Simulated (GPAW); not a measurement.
The system is Zr3S2.

```
CELL_PARAMETERS angstrom
2.90254 1.67578 3.48777
-2.90254 1.67578 3.48777
0.00000 -3.35156 3.48777
ATOMIC_POSITIONS crystal
Zr 0.83873 0.50000 0.16127
Zr 0.50000 0.16127 0.83873
Zr 0.16127 0.83873 0.50000
S 0.66502 0.66502 0.66502
S 0.33498 0.33498 0.33498
```

The cell comes from a database or a generator and needn't be the stable form of this composition.

Base run:

```yaml
Program: GPAW 26.7.0
Functional: PBE
Potentials_or_basis: GPAW PAW data sets (gpaw-data 1.2.1)
Cutoff: 450 eV
Basis: pw
k_mesh: 5 × 5 × 5
Occupations: fermi-dirac, width 0.05 eV
Spin: no spin polarisation
```

Its results: pressure -2.1 GPa; largest force 0.086 eV/Å.

Q: The run is repeated on the same cell with these changes: cutoff from 450 eV to 600 eV; k mesh from 5 × 5 × 5 to 4 × 4 × 4. What comes out?

A: Pressure -1.4 GPa; largest force 0.053 eV/Å.

Caveats: the cutoff is short for stress and forces, so pressures can be off by a GPa or more (some runs).

Not every run made on this cell is shown here.
